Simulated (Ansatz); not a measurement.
# In2Ge2O3: the cost of one run

Program: Ansatz 0.2.0. Level of theory: DFT PBE, scalar-relativistic, plane waves, PAW, unless a step names another level. These are calculated values, not measurements.

10 further runs of the same task are left out: 2 that didn't finish, 8 set aside as unsound or not needed. Runs told in other sessions of the task aren't counted.

### 1 The formula and the candidates

Pauling electronegativities: In 1.78, Ge 2.01, O 3.44 (spread 1.66). The formula balances with common oxidation states: Ge +2, In +1, O -2. Tabulated atomic sizes suggest about 16 Å³/atom. 20 candidates were drawn, by swapping species into database cells of other compounds, at random by space group and Wyckoff sites, or by hand, as the table says:

| name | made from | space group no. | Wyckoff sites | atoms (primitive cell) | V (Å³/atom) |
| --- | --- | --- | --- | --- | --- |
| c01 | database cell of Ni3Sn2S2 | 166 | In 3b, 3a; Ge 6c; O 9e | 7 | 14.2 |
| c03 | random | 71 | In 2a, 2d; Ge 4i; O 4j, 2b | 7 | 18.3 |
| c04 | database cell of Li2Mg3Si2 | 160 | In 3a, 3a; Ge 3a, 3a; O 3a, 3a, 3a | 7 | 20.4 |
| c05 | random | 150 | In 2c; Ge 2d; O 3f | 7 | 16.8 |
| c06 | random | 189 | In 2d; Ge 2c; O 3f | 7 | 20.5 |
| c07 | database cell of Tb2Mg3Ni2 | 65 | In 4i; Ge 4j; O 4j, 2a | 7 | 20.2 |
| c08 | random | 2 | In 1d, 1b; Ge 2i; O 2i, 1a | 7 | 19.4 |
| c09 | random | 65 | In 4j; Ge 4i; O 4h, 2a | 7 | 16.7 |
| c10 | random | 191 | In 2e; Ge 1a, 1b; O 3g | 7 | 20.0 |
| c11 | random | 187 | In 1a, 1e; Ge 2i; O 3k | 7 | 18.4 |
| c12 | random | 139 | In 4d; Ge 4c; O 2a, 4e | 7 | 16.2 |
| c13 | random | 187 | In 2i; Ge 1f, 1b; O 1a, 2h | 7 | 16.0 |
| c14 | random | 123 | In 2g; Ge 1c, 1a; O 1d, 2f | 7 | 20.0 |
| c15 | random | 115 | In 2f; Ge 2g; O 1c, 2g | 7 | 17.4 |
| c16 | random | 71 | In 4i; Ge 4e; O 4h, 2a | 7 | 18.6 |
| c17 | database cell of K2Sn2O3 | 166 | In 6c; Ge 3b, 3a; O 9d | 7 | 15.9 |
| c18 | random | 164 | In 2d; Ge 2c; O 3e | 7 | 20.6 |
| c19 | database cell of Mg2H2O3 | 164 | In 2d; Ge 2d; O 2d, 1a | 7 | 13.8 |
| c20 | database cell of Tb2Cr2C3 | 12 | In 4i; Ge 4i; O 4i, 2a | 7 | 13.9 |
| c21 | random | 2 | In 1d, 1g; Ge 1a, 1e; O 1f, 2i | 7 | 16.8 |

### 2 Screening run of c03

File input.yaml:

```yaml
crystal:
  lattice:
    - [-2.18954027, 2.85640123, 5.128147]
    - [2.18954027, -2.85640123, 5.128147]
    - [2.18954027, 2.85640123, -5.128147]
  atoms:
    - { symbol: In, position: [0.0, 0.0, 0.0] }
    - { symbol: In, position: [0.5, 0.0, 0.5] }
    - { symbol: Ge, position: [0.77266824, 0.77266824, 0.0] }
    - { symbol: Ge, position: [0.22733176, 0.22733176, 0.0] }
    - { symbol: O, position: [0.77432224, 0.27432224, 0.5] }
    - { symbol: O, position: [0.22567776, 0.72567776, 0.5] }
    - { symbol: O, position: [0.0, 0.5, 0.5] }
basis:
  ecutwfc: 420
kpoints:
  mp_grid: { grid: [4, 4, 4] }
hamiltonian:
  xc: pbe
scf:
  occupations: { method: gaussian, width: 0.15 }
  lower_state_search: "off"
output:
  forces: true
  stress: true
  eigenvalues: true
relax:
  adjacent_minimum: "off"
  f_tol: 0.08
  max_steps: 16
  cell: { stress_tol: 0.8 }
```

Launch:

```sh
$ ansatz run input.yaml --threads 1 --pin off --max-ram 2560MiB --backend cpu --events-out ev --progress --plain --runs-dir out
```

What time and memory should one allow on 1 thread of AMD EPYC 9R45 (Zen 5), shared host?

About 37 s, with a peak of 0.54 GiB.
